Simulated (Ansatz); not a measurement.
# MnPt2 (P-3m1) in Ansatz: notebook, part 2 of 2

Ansatz 0.2.0. The steps go on from the part before.

## (4) Single point, PBE, collinear spin, ferromagnetic start

Input file input.yaml:

```yaml
crystal:
  lattice:
    - [2.8584044518, 0.0, 0.0]
    - [-1.4292022259, 2.4754508696, 0.0]
    - [0.0, 0.0, 6.532504]
  atoms:
    - { symbol: Pt, position: [0.6666666667, 0.3333333333, 0.316206] }
    - { symbol: Pt, position: [0.3333333333, 0.6666666667, 0.683794] }
    - { symbol: Mn, position: [0.0, 0.0, 0.0], spin: 4.0 }
hamiltonian:
  xc: pbe
  pseudopotentials: { kind: paw }
magnetization:
  spin_polarized: true
kpoints:
  mp_grid: { grid: [11, 11, 4] }
scf:
  occupations: { method: gaussian, width: 0.015 }
output:
  forces: true
  stress: true
  eigenvalues: true
```

Potentials or basis: Ansatz PAW.

Command:

```console
ansatz run input.yaml --threads 2 --pin off --max-ram 5632MiB --backend cpu --events-out ev --progress --plain --runs-dir out
```

Output:

```text
Warning: RAYON_NUM_THREADS=2 ignored (pool sized by the plan → 2); use --threads N
Engine: ansatz 0.2.0, aarch64-unknown-linux-gnu
Pseudopotentials: kind: paw
Pseudopotential: Pt, paw, valence charge 18, recommended cutoff 420 eV (normal), Pt.paw.azcp
Pseudopotential: Mn, paw, valence charge 15, recommended cutoff 420 eV (normal), Mn.paw.azcp
Functional definition: PBE
  parameter kappa = 0.804
  parameter beta = 0.06672455060314922
  exchange = pbe_x(kappa = kappa, mu = beta*pi^2/3)
  correlation = pbe_c(beta = beta)
Crystal: 3 atoms, lattice volume = 46.223 Å³
Basis set: ecut = 420 eV, 897 PW (Γ), exchange–correlation on 40×40×90 points (8 copies of the dense FFT grid, shifted against one another)
Bands: 33, of which v1, the nominal top of the filled ones, is band 26 counted from 1 (25 counted from 0)
Symmetry: 12 space group operations
Space group: P-3m1 (ITA 164), of the structure as read, at distance tolerance 3.6e-5 Å
Magnetic group: BNS 164.85 (UNI 1315), of the structure as read, at distance tolerance 3.6e-5 Å
k-points: 58 of 484
Non-local potential: Pt, projectors of the file, l = 0: 3, l = 1: 2, l = 2: 2, l = 3: 1
Non-local potential: Mn, projectors of the file, l = 0: 3, l = 1: 2, l = 2: 3, l = 3: 1
PAW form: soft (Blöchl's): semilocal exchange-correlation on the pseudo side does not see the compensation charge
PAW one-centre angular grid: Pt, 590 points (default); XC on 64 Gauss nodes
PAW one-centre angular grid: Mn, 590 points (default); XC on 64 Gauss nodes
Initial density: superposition of atomic densities (chi_scale 0.1, normalization cell, long waves kept (reshape's long-wave potential 0.20 eV rms))
Starting moments: Σ|m| = 4 μB on 1 of 3 sites
Initial wavefunctions: pseudopotential atomic-orbital guess
Functional: x = pbe(κ = 0.804, μ = 0.2195149727645171), c = pbe(β = 0.06672455060314922)
SCF iter   1: F=—  HF=-28949.527004 eV  |F-HF|=—  |Δ(HF+E_count)|=         —  Δρ=1.63e-1 (↑9.47e-2 ↓1.63e-1)  dr2=7.95e1  dr2_m=1.31e0  M=2.605 μB ∫|m|=2.751 μB  β_m=0.30  ethr=3.10e-3  ⟨swp⟩=5.2  Hψ=13380  notcnv=0
Mixer restart at iter 1: flushing history
preconditioner: auto → Kerker (q_TF=auto, 2.773 Å⁻¹)  [metal: Δε(μ)=0.005 eV  Ē_g=7.565 eV  σ=0.015 eV  W_gap=0.19  n_scr=22 (ndim 8)  ℏωp=28.4 eV  f_vac=0.000  D(μ)=5.62/eV (n_scr^D=80)]
spin=Collinear: Kerker preconditioning applied to the charge; magnetization (m = ρ↑ − ρ↓) channel mixes plain (no charge-response kernel on spin).
SCF iter   2: F=—  HF=-28947.870220 eV  |F-HF|=—  |Δ(HF+E_count)|=    1.66e0  Δρ=7.58e-2 (↑4.97e-2 ↓7.58e-2)  dr2=2.63e1  dr2_m=3.99e-1  M=2.968 μB ∫|m|=3.087 μB  β_m=0.42  ethr=3.10e-3  ⟨swp⟩=3.0  Hψ=8033  notcnv=0  defer=253
SCF iter   3: F=—  HF=-28945.738109 eV  |F-HF|=—  |Δ(HF+E_count)|=    2.13e0  Δρ=2.61e-2 (↑2.61e-2 ↓2.14e-2)  dr2=4.35e0  dr2_m=1.06e-1  M=3.751 μB ∫|m|=3.825 μB  β_m=0.47  ethr=3.10e-3  ⟨swp⟩=2.5  Hψ=6904  notcnv=0  defer=246
SCF iter   4: F=—  HF=-28945.306186 eV  |F-HF|=—  |Δ(HF+E_count)|=   4.32e-1  Δρ=2.64e-2 (↑2.03e-2 ↓2.64e-2)  dr2=6.90e-1  dr2_m=1.49e-1  M=4.113 μB ∫|m|=4.191 μB  β_m=0.73  ethr=3.10e-3  ⟨swp⟩=2.3  Hψ=5352  notcnv=0  defer=213
SCF iter   5: F=—  HF=-28945.435144 eV  |F-HF|=—  |Δ(HF+E_count)|=   1.29e-1  Δρ=1.32e-2 (↑7.32e-3 ↓1.32e-2)  dr2=4.45e-2  dr2_m=3.95e-2  M=4.524 μB ∫|m|=4.611 μB  β_m=0.87  ethr=1.35e-3  ⟨swp⟩=2.2  Hψ=6178  notcnv=0  defer=212
SCF iter   6: F=—  HF=-28945.440240 eV  |F-HF|=—  |Δ(HF+E_count)|=         —  Δρ=5.84e-3 (↑5.84e-3 ↓2.89e-3)  dr2=2.02e-2  dr2_m=1.16e-3  M=4.633 μB ∫|m|=4.730 μB  β_m=0.87  ethr=8.73e-5  ⟨swp⟩=2.8  Hψ=7740  notcnv=0  defer=207
Mixer restart at iter 6: flushing history
SCF iter   7: F=—  HF=-28945.444468 eV  |F-HF|=—  |Δ(HF+E_count)|=   4.23e-3  Δρ=5.77e-3 (↑5.77e-3 ↓1.21e-3)  dr2=8.23e-3  dr2_m=4.31e-3  M=4.577 μB ∫|m|=4.676 μB  β_m=0.68  ethr=3.96e-5  ⟨swp⟩=2.9  Hψ=7800  notcnv=0  defer=206
SCF iter   8: F=—  HF=-28945.439364 eV  |F-HF|=—  |Δ(HF+E_count)|=   5.10e-3  Δρ=9.82e-4 (↑9.82e-4 ↓8.47e-4)  dr2=9.89e-4  dr2_m=1.10e-4  M=4.626 μB ∫|m|=4.724 μB  β_m=0.77  ethr=1.61e-5  ⟨swp⟩=2.6  Hψ=6914  notcnv=0  defer=206
SCF iter   9: F=—  HF=-28945.439475 eV  |F-HF|=—  |Δ(HF+E_count)|=   1.10e-4  Δρ=3.29e-4 (↑1.37e-4 ↓3.29e-4)  dr2=2.12e-4  dr2_m=8.94e-6  M=4.625 μB ∫|m|=4.724 μB  β_m=0.89  ethr=1.94e-6  ⟨swp⟩=2.0  Hψ=5174  notcnv=0  defer=206
SCF iter  10: F=—  HF=-28945.439449 eV  |F-HF|=—  |Δ(HF+E_count)|=   2.55e-5  Δρ=1.97e-4 (↑1.97e-4 ↓1.71e-4)  dr2=3.94e-5  dr2_m=1.01e-6  M=4.624 μB ∫|m|=4.723 μB  β_m=0.88  ethr=4.16e-7  ⟨swp⟩=2.0  Hψ=4890  notcnv=0  defer=206
SCF iter  11: F=—  HF=-28945.439459 eV  |F-HF|=—  |Δ(HF+E_count)|=   9.61e-6  Δρ=1.03e-4 (↑6.04e-5 ↓1.03e-4)  dr2=1.10e-5  dr2_m=4.90e-7  M=4.624 μB ∫|m|=4.724 μB  β_m=0.94  ethr=7.72e-8  ⟨swp⟩=2.0  Hψ=4867  notcnv=0  defer=206
SCF iter  12: F=—  HF=-28945.439461 eV  |F-HF|=—  |Δ(HF+E_count)|=   1.81e-6  Δρ=2.75e-5 (↑1.99e-5 ↓2.75e-5)  dr2=1.29e-6  dr2_m=1.63e-8  M=4.625 μB ∫|m|=4.724 μB  β_m=0.97  ethr=2.16e-8  ⟨swp⟩=1.6  Hψ=4497  notcnv=0  defer=206
SCF iter  13: F=—  HF=-28945.439460 eV  |F-HF|=—  |Δ(HF+E_count)|=   4.36e-8  Δρ=3.19e-6 (↑3.19e-6 ↓2.92e-6)  dr2=2.67e-8  dr2_m=1.58e-10  M=4.625 μB ∫|m|=4.725 μB  β_m=0.98  ethr=2.53e-9  ⟨swp⟩=1.8  Hψ=4736  notcnv=0  defer=206
SCF iter  14: F=-28945.439460 eV  HF=-28945.439460 eV  |F-HF|=4.37e-9  |Δ(HF+E_count)|=   3.37e-9  Δρ=2.07e-6 (↑7.78e-7 ↓2.07e-6)  dr2=5.18e-9  dr2_m=3.91e-10  M=4.625 μB ∫|m|=4.725 μB  ethr=5.23e-11  ⟨swp⟩=6.7  Hψ=15071  notcnv=0
SCF 1 converged in 14 iterations: F = -28945.439460 eV  dr2 = 5.18e-9
SCF converged after 14 iterations
Magnetization: 4.6249 μB (27.8124 up, 23.1876 down)
Absolute magnetization: 4.7255 μB (∫|ρ↑−ρ↓|, with the PAW one-centre terms)
Spin contamination: 0.0796 ħ² per cell (⟨S²⟩ above its minimum at these occupations)
Per-site moments (μB) at R_I (Å): [(0.33884918272670544, 1.0906132915724027), (0.3388491827267051, 1.0906132915724025), (3.769936498436502, 1.0906132915724025)]
Free energy (F): -28945.439460 eV
Harris-Foulkes:  -28945.439460 eV  (|F-HF|=4.37e-9)
Internal energy: -28945.439001 eV  (E = F + TS)
E sigma→0 (E₀):  -28945.439231 eV
Entropy (-TS):   -0.000459 eV (-0.153 meV/atom)
Fermi energy:    19.744488 eV
--- Per-component energies (eV) ---
  E_band       = -546.815582
  E_kinetic    = 1575.703598
  E_local      = -4987.195557  (includes V_loc(G=0)·N_el)
  E_nonlocal   = 647.357378
  E_hartree    = 1923.840366
  E_xc         = -635.927818
  E_vxc        = -749.353431  (∫ρ·V_xc dr)
  E_paw        = -20211.672962  (= ΣΔE_a)
  E_vpaw       = -881.008379  (= ΣTr[D̂ρ^β])
  E_aug_tail   = 0.000383  (compensation charges beyond the density's cutoff)
  E_ewald      = -7257.544389
  E_smearing   = -0.000459  (= −TS)
  E_closure    = 0.000000  (closes the sum)
  Σ components = -28945.439460   (vs F -28945.439460, Δ=0.00e0)
--- Forces (eV/Å), atoms counted from 1 ---
  atom   1  Pt    -0.00000000     0.00000000     0.03026768
  atom   2  Pt     0.00000000    -0.00000000    -0.03026768
  atom   3  Mn    -0.00000000    -0.00000000     0.00000000
  max |Σ_I F_I| component: 9.25e-18 eV/Å
--- Stress (GPa, compression-positive) ---
       -1.085070       0.000000       0.000000
        0.000000      -1.085070      -0.000000
        0.000000      -0.000000       1.670725
  P = ⅓ Tr σ = -0.1665 GPa (-1.665 kbar)
--- Band table (eV; the first three rows and the last of 116) ---
  k-point 0 ↑: bands = ["-78.6287", "-78.6208", "-61.2913", "-32.9520", "-32.8230", "-32.7467", "-32.7467", "-32.7281", "-32.7281", "-29.9884", "-29.9884", "-29.9876", "10.4293", "12.7564", "13.8802", "16.1238", "16.1238", "16.3773", "16.3773", "16.5688", "16.7296", "16.7296", "17.1332", "17.5656", "18.1587", "18.1587", "18.6663", "18.6663", "18.9250", "18.9250", "29.7915", "30.8339", "34.7119"]
  k-point 1 ↑: bands = ["-78.6287", "-78.6208", "-61.2913", "-32.9566", "-32.8181", "-32.7469", "-32.7469", "-32.7279", "-32.7279", "-29.9884", "-29.9884", "-29.9880", "10.6930", "12.3820", "13.7261", "15.9653", "16.1457", "16.1457", "16.3764", "16.3764", "16.8224", "16.8224", "17.2316", "18.0802", "18.0802", "18.2001", "18.2001", "18.8374", "19.3756", "19.3756", "27.3345", "33.1984", "34.2714"]
  k-point 2 ↑: bands = ["-78.6287", "-78.6208", "-61.2913", "-32.9609", "-32.8135", "-32.7471", "-32.7471", "-32.7277", "-32.7277", "-29.9884", "-29.9884", "-29.9883", "11.2527", "11.6736", "13.6160", "15.8187", "16.1262", "16.1262", "16.4844", "16.4844", "16.8452", "16.8452", "17.1712", "17.9753", "17.9753", "17.9862", "17.9862", "19.6030", "19.6030", "19.9882", "25.7919", "34.0210", "34.5872"]
  k-point 57 ↓: bands = ["-78.4043", "-78.4034", "-57.1312", "-32.7140", "-32.6996", "-32.6659", "-32.6402", "-32.5811", "-32.5702", "-26.0160", "-25.9872", "-25.9635", "14.9838", "14.9907", "15.4202", "15.7593", "15.7956", "15.9816", "16.4319", "17.3468", "17.5367", "17.9565", "20.4604", "20.9262", "20.9512", "21.0677", "22.2672", "24.3462", "24.6749", "24.8463", "25.4722", "26.7335", "27.5263"]
```

Wall time 15 s (2 threads of Arm Neoverse N1, shared host); peak memory 0.44 GiB.

Results:

```
Free energy            : -28945.4395 eV
Pressure               : -0.2 GPa
Largest force          : 0.030 eV/Å
Band gap on the k mesh : none (metal or under the smearing width)
Net moment             : 4.62 μB per cell
Absolute moment        : 4.73 μB per cell
Site moments           : Pt +0.34; Mn +3.77 μB
```

Forces in eV/Å, atoms in the order of the input:
```
Pt   0.000  0.000  0.030
Pt   0.000  0.000 -0.030
Mn   0.000  0.000  0.000
```

## (5) Overview

| smearing | gap on the mesh (eV) | pressure (GPa) | moment (μB) | largest force (eV/Å) |
| --- | --- | --- | --- | --- |
| gaussian 0.013 eV | none | -0.2 | 4.63 | 0.03 |
| gaussian 0.014 eV | none | -0.2 | 4.63 | 0.03 |
| gaussian 0.015 eV | none | -0.2 | 4.62 | 0.03 |

Alike in all rows: task single point; level PBE; potentials or basis Ansatz PAW; spin collinear, ferromagnetic start; cell as given; k mesh 11 × 11 × 4; cutoff (eV) 420.

Every run on the cell as given and a fine mesh finds a metal.

Absolute energies hang on the potentials; compare differences alone.
